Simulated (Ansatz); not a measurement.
**Molecular dynamics of Li**

Input:

```yaml
crystal:
  lattice:
    - [7.094447, 0.0, 0.0]
    - [0.0, 7.094447, 0.0]
    - [0.0, 0.0, 7.094447]
  atoms:
    - { symbol: Li, position: [0.0, 0.0, 0.0] }
    - { symbol: Li, position: [0.5, 0.0, 0.0] }
    - { symbol: Li, position: [0.0, 0.5, 0.0] }
    - { symbol: Li, position: [0.0, 0.0, 0.5] }
    - { symbol: Li, position: [0.25, 0.25, 0.25] }
    - { symbol: Li, position: [0.5, 0.5, 0.0] }
    - { symbol: Li, position: [0.5, 0.0, 0.5] }
    - { symbol: Li, position: [0.75, 0.25, 0.25] }
    - { symbol: Li, position: [0.0, 0.5, 0.5] }
    - { symbol: Li, position: [0.25, 0.75, 0.25] }
    - { symbol: Li, position: [0.25, 0.25, 0.75] }
    - { symbol: Li, position: [0.5, 0.5, 0.5] }
    - { symbol: Li, position: [0.75, 0.75, 0.25] }
    - { symbol: Li, position: [0.75, 0.25, 0.75] }
    - { symbol: Li, position: [0.25, 0.75, 0.75] }
    - { symbol: Li, position: [0.75, 0.75, 0.75] }
basis:
  ecutwfc: 420.0
kpoints:
  mp_grid: { grid: [3, 3, 3] }
hamiltonian:
  xc: pbe
  dispersion: d3bj
scf:
  occupations: { method: fermi_dirac, width: 0.1 }
  lower_state_search: "off"
md:
  timestep: 1
  n_steps: 100
  ensemble: nvt_langevin
  temperature: 900.0
  initial_velocities: maxwell_boltzmann
  seed: 993940
  friction: 0.02
```

Launched with:

```bash
$ ansatz run input.yaml --threads 1 --pin off --max-ram 3072MiB --backend cpu --events-out ev --progress --plain --runs-dir out
```

It starts from a structure without forces on its atoms.

Output, in part (one step line in 2):

```
md step     0: t =     0.00 fs  T =   843.7 K  F+E_penalty+E_count = -3277.51525758 eV  E_kin = 1.745010 eV  (6 SCF iters)
md step     2: t =     2.00 fs  T =   848.5 K  F+E_penalty+E_count = -3277.50318573 eV  E_kin = 1.754889 eV  (5 SCF iters)
md step     4: t =     4.00 fs  T =   969.7 K  F+E_penalty+E_count = -3277.46657855 eV  E_kin = 2.005555 eV  (5 SCF iters)
md step     6: t =     6.00 fs  T =   920.1 K  F+E_penalty+E_count = -3277.40541536 eV  E_kin = 1.902923 eV  (4 SCF iters)
md step     8: t =     8.00 fs  T =  1013.8 K  F+E_penalty+E_count = -3277.32319170 eV  E_kin = 2.096678 eV  (5 SCF iters)
md step    10: t =    10.00 fs  T =   901.4 K  F+E_penalty+E_count = -3277.21983384 eV  E_kin = 1.864339 eV  (5 SCF iters)
md step    12: t =    12.00 fs  T =   892.9 K  F+E_penalty+E_count = -3277.10635158 eV  E_kin = 1.846686 eV  (5 SCF iters)
md step    14: t =    14.00 fs  T =   732.2 K  F+E_penalty+E_count = -3276.98366943 eV  E_kin = 1.514306 eV  (4 SCF iters)
md step    16: t =    16.00 fs  T =   621.9 K  F+E_penalty+E_count = -3276.85830225 eV  E_kin = 1.286195 eV  (4 SCF iters)
md step    18: t =    18.00 fs  T =   717.5 K  F+E_penalty+E_count = -3276.72470441 eV  E_kin = 1.483854 eV  (4 SCF iters)
md step    20: t =    20.00 fs  T =   661.4 K  F+E_penalty+E_count = -3276.58775740 eV  E_kin = 1.367958 eV  (5 SCF iters)
md step    22: t =    22.00 fs  T =   553.3 K  F+E_penalty+E_count = -3276.45192389 eV  E_kin = 1.144294 eV  (5 SCF iters)
md step    24: t =    24.00 fs  T =   493.7 K  F+E_penalty+E_count = -3276.33704081 eV  E_kin = 1.021113 eV  (4 SCF iters)
md step    26: t =    26.00 fs  T =   419.5 K  F+E_penalty+E_count = -3276.23997341 eV  E_kin = 0.867524 eV  (4 SCF iters)
md step    28: t =    28.00 fs  T =   445.6 K  F+E_penalty+E_count = -3276.16593284 eV  E_kin = 0.921557 eV  (5 SCF iters)
md step    30: t =    30.00 fs  T =   485.9 K  F+E_penalty+E_count = -3276.11457073 eV  E_kin = 1.004967 eV  (5 SCF iters)
md step    32: t =    32.00 fs  T =   501.4 K  F+E_penalty+E_count = -3276.06942139 eV  E_kin = 1.037030 eV  (4 SCF iters)
md step    34: t =    34.00 fs  T =   460.1 K  F+E_penalty+E_count = -3276.02987016 eV  E_kin = 0.951536 eV  (5 SCF iters)
md step    36: t =    36.00 fs  T =   360.7 K  F+E_penalty+E_count = -3275.99043242 eV  E_kin = 0.745955 eV  (5 SCF iters)
md step    38: t =    38.00 fs  T =   422.5 K  F+E_penalty+E_count = -3275.96088451 eV  E_kin = 0.873707 eV  (4 SCF iters)
md step    40: t =    40.00 fs  T =   478.0 K  F+E_penalty+E_count = -3275.95704757 eV  E_kin = 0.988503 eV  (5 SCF iters)
md step    42: t =    42.00 fs  T =   526.8 K  F+E_penalty+E_count = -3275.95587325 eV  E_kin = 1.089453 eV  (5 SCF iters)
md step    44: t =    44.00 fs  T =   553.4 K  F+E_penalty+E_count = -3275.94878286 eV  E_kin = 1.144424 eV  (5 SCF iters)
md step    46: t =    46.00 fs  T =   604.6 K  F+E_penalty+E_count = -3275.93684909 eV  E_kin = 1.250384 eV  (4 SCF iters)
md step    48: t =    48.00 fs  T =   613.9 K  F+E_penalty+E_count = -3275.91693537 eV  E_kin = 1.269737 eV  (5 SCF iters)
md step    50: t =    50.00 fs  T =   631.8 K  F+E_penalty+E_count = -3275.89536234 eV  E_kin = 1.306645 eV  (6 SCF iters)
md step    52: t =    52.00 fs  T =   621.9 K  F+E_penalty+E_count = -3275.88790318 eV  E_kin = 1.286150 eV  (4 SCF iters)
md step    54: t =    54.00 fs  T =   545.9 K  F+E_penalty+E_count = -3275.88654995 eV  E_kin = 1.128966 eV  (4 SCF iters)
md step    56: t =    56.00 fs  T =   516.9 K  F+E_penalty+E_count = -3275.88712424 eV  E_kin = 1.069036 eV  (5 SCF iters)
md step    58: t =    58.00 fs  T =   584.0 K  F+E_penalty+E_count = -3275.87990611 eV  E_kin = 1.207830 eV  (5 SCF iters)
md step    60: t =    60.00 fs  T =   638.6 K  F+E_penalty+E_count = -3275.89179376 eV  E_kin = 1.320762 eV  (6 SCF iters)
md step    62: t =    62.00 fs  T =   731.1 K  F+E_penalty+E_count = -3275.92029245 eV  E_kin = 1.511970 eV  (5 SCF iters)
md step    64: t =    64.00 fs  T =   728.1 K  F+E_penalty+E_count = -3275.95760667 eV  E_kin = 1.505916 eV  (5 SCF iters)
md step    66: t =    66.00 fs  T =   771.2 K  F+E_penalty+E_count = -3275.99535472 eV  E_kin = 1.595037 eV  (5 SCF iters)
md step    68: t =    68.00 fs  T =   714.3 K  F+E_penalty+E_count = -3276.03714079 eV  E_kin = 1.477264 eV  (4 SCF iters)
md step    70: t =    70.00 fs  T =   595.6 K  F+E_penalty+E_count = -3276.06039679 eV  E_kin = 1.231723 eV  (6 SCF iters)
md step    72: t =    72.00 fs  T =   519.6 K  F+E_penalty+E_count = -3276.07609533 eV  E_kin = 1.074619 eV  (5 SCF iters)
md step    74: t =    74.00 fs  T =   565.1 K  F+E_penalty+E_count = -3276.08616858 eV  E_kin = 1.168809 eV  (5 SCF iters)
md step    76: t =    76.00 fs  T =   651.9 K  F+E_penalty+E_count = -3276.12154076 eV  E_kin = 1.348298 eV  (5 SCF iters)
md step    78: t =    78.00 fs  T =   724.5 K  F+E_penalty+E_count = -3276.17920302 eV  E_kin = 1.498374 eV  (4 SCF iters)
md step    80: t =    80.00 fs  T =   653.2 K  F+E_penalty+E_count = -3276.24049062 eV  E_kin = 1.350877 eV  (6 SCF iters)
md step    82: t =    82.00 fs  T =   661.7 K  F+E_penalty+E_count = -3276.30432091 eV  E_kin = 1.368464 eV  (5 SCF iters)
md step    84: t =    84.00 fs  T =   781.5 K  F+E_penalty+E_count = -3276.36316510 eV  E_kin = 1.616181 eV  (5 SCF iters)
md step    86: t =    86.00 fs  T =   821.5 K  F+E_penalty+E_count = -3276.40458103 eV  E_kin = 1.699006 eV  (5 SCF iters)
md step    88: t =    88.00 fs  T =   782.2 K  F+E_penalty+E_count = -3276.43280430 eV  E_kin = 1.617748 eV  (5 SCF iters)
md step    90: t =    90.00 fs  T =   760.9 K  F+E_penalty+E_count = -3276.44969684 eV  E_kin = 1.573673 eV  (6 SCF iters)
md step    92: t =    92.00 fs  T =   834.2 K  F+E_penalty+E_count = -3276.45422772 eV  E_kin = 1.725224 eV  (5 SCF iters)
md step    94: t =    94.00 fs  T =   722.0 K  F+E_penalty+E_count = -3276.43837091 eV  E_kin = 1.493261 eV  (4 SCF iters)
md step    96: t =    96.00 fs  T =   745.3 K  F+E_penalty+E_count = -3276.40604634 eV  E_kin = 1.541396 eV  (5 SCF iters)
md step    98: t =    98.00 fs  T =   637.0 K  F+E_penalty+E_count = -3276.37115472 eV  E_kin = 1.317370 eV  (4 SCF iters)
md step   100: t =   100.00 fs  T =   566.2 K  F+E_penalty+E_count = -3276.34106081 eV  E_kin = 1.170929 eV  (6 SCF iters)
```

The run went to its last step. The mean temperature of the second half is 25 % below the set value. A run of 0.1 ps of so small a system gives no equilibrium averages. Limits of this set-up: coarse k mesh.

Mean squared displacements from the first frame to the last, about the centre of mass: Li 0.26 Å².

Last frame:

```xyz
16
Lattice="7.0944 0.0000 0.0000 0.0000 7.0944 0.0000 0.0000 0.0000 7.0944" Properties=species:S:1:pos:R:3
Li -0.310 -0.040 -0.006
Li 3.366 -0.323 -0.194
Li -0.187 3.687 0.322
Li -0.101 0.287 3.822
Li 1.923 1.413 1.798
Li 4.095 3.745 -0.266
Li 3.095 0.485 4.018
Li 4.621 1.441 1.633
Li 0.189 3.140 3.228
Li 1.613 5.545 2.102
Li 1.776 2.035 5.473
Li 3.758 3.645 3.404
Li 5.132 5.850 2.130
Li 5.393 1.873 5.164
Li 1.292 5.504 5.037
Li 5.700 5.485 4.896
```

Run time: 16 min on 1 thread of Arm Neoverse V2, with other jobs on the host, peak memory 0.67 GiB.
